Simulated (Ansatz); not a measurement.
Run this with the Ansatz DFT code, driven from Python and show what comes out.

`input.yaml`
```yaml
crystal:
  periodic: [false, false, false]
  atoms:
    - { symbol: C, position_ang: [-1.55, 1.0546, 0.5675] }
    - { symbol: C, position_ang: [-0.6792, 1.1519, -0.4048] }
    - { symbol: F, position_ang: [-0.4465, 2.3343, -1.0415] }
    - { symbol: Ge, position_ang: [0.3696, -0.4127, -0.9232] }
    - { symbol: C, position_ang: [1.2795, -1.1159, 0.5946] }
    - { symbol: H, position_ang: [-2.1427, 2.0096, 0.8403] }
    - { symbol: H, position_ang: [-1.791, 0.167, 1.0661] }
    - { symbol: H, position_ang: [-0.6612, -1.4845, -1.4251] }
    - { symbol: H, position_ang: [1.2954, -0.053, -2.011] }
    - { symbol: H, position_ang: [1.8451, -2.0136, 0.3366] }
    - { symbol: H, position_ang: [1.9738, -0.3335, 0.9956] }
    - { symbol: H, position_ang: [0.5841, -1.3594, 1.439] }
basis:
  gaussian: { orbitals: def2-SVP }
hamiltonian:
  xc: hf
```

`deck_c3h7fge.py`
```python
# -*- coding: utf-8 -*-
"""Run C3H7FGe from an input written out key by key."""

import ansatz as az

session = az.Session.from_deck("input.yaml")
summary = session.plan(threads=1).execute().report

print("reference energy %16.6f eV" % summary["reference_energy_ev"])
print("total energy     %16.6f eV" % summary["free_energy_ev"])
print("occupied orbitals outside the frozen core (up, down):", summary["n_occupied"], " frozen:", summary["n_frozen"], " virtual:", summary["n_virtual"])
symbols = ["C", "C", "F", "Ge", "C", "H", "H", "H", "H", "H", "H", "H"]
```

Running `python deck_c3h7fge.py` prints:
```text
reference energy    -62368.689235 eV
total energy        -62368.689235 eV
occupied orbitals outside the frozen core (up, down): [33, 33]  frozen: 0  virtual: [90, 90]
```

Reading the output:
- Total energies depend on the basis set; only differences at equal settings carry meaning.
- The geometry is a force-field or estimated start, not a minimum of this method, and the basis set is short of its limit.
- It ran for 2.9 s on 1 thread of Arm Neoverse V1 (shared host), peak memory 0.3 GiB.

(A comment or docstring line of the script was reworded after the run, the code is as it ran; lines on the test bed's own set-up are left out of the output.)
